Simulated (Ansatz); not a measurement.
# GeHSSi: the cost of one run

The runs use Ansatz 0.2.0, Gaussian basis; the settings change from run to run.

16 further runs of the same task are left out: 7 that didn't finish, 9 set aside as unsound or not needed. Runs told in other sessions of the task aren't counted.

## (1) The system

The geometry is a PBE0/def2-TZVP stationary point (not a proven minimum) with its atoms shifted at random (size 0.040 Å). No spin-orbit coupling is included. The filled d shell of Ge may be among the frozen orbitals whatever the setting's name suggests.

4 atoms, charge 0, spin multiplicity 2.

Atoms are counted from 1 here; the program's logs count them from 0.

Bond lengths: Ge1–S2 2.345 Å, Ge1–Si3 2.321 Å, Ge1–H4 1.511 Å, S2–Si3 2.074 Å. Angles: S2–Ge1–Si3 52.8°, S2–Ge1–H4 100.5°, Si3–Ge1–H4 153.2°, Ge1–S2–Si3 63.0°, Ge1–Si3–S2 64.2°.

## (2) CCSD(T)/cc-pVDZ

in.yaml

```yaml
crystal:
  periodic: [false, false, false]
  atoms:
    - {symbol: Ge, position_ang: [-0.009274, -0.022851, 0.933670]}
    - {symbol: S, position_ang: [-0.010108, 0.974897, -1.187943]}
    - {symbol: Si, position_ang: [0.037856, -1.097145, -1.123676]}
    - {symbol: H, position_ang: [-0.064920, 1.204100, 1.814207]}
basis:
  gaussian: {orbitals: cc-pVDZ}
magnetization: {spin_polarized: false, initial_magnetization: 1}
hamiltonian: {xc: {name: r2SCAN}, pseudopotentials: {relativity: scalar}}
correlation: {method: ccsd_t, electrons: valence, diis_vectors: 2}
```

Started as:

```sh
$ ansatz run in.yaml --threads 1 --pin off --events-out ev --progress --plain --max-ram 2393MiB
```

What time and memory should one allow on 1 thread of AMD EPYC 9B45, shared host?

About 8.5 s, with a peak of 0.27 GiB.
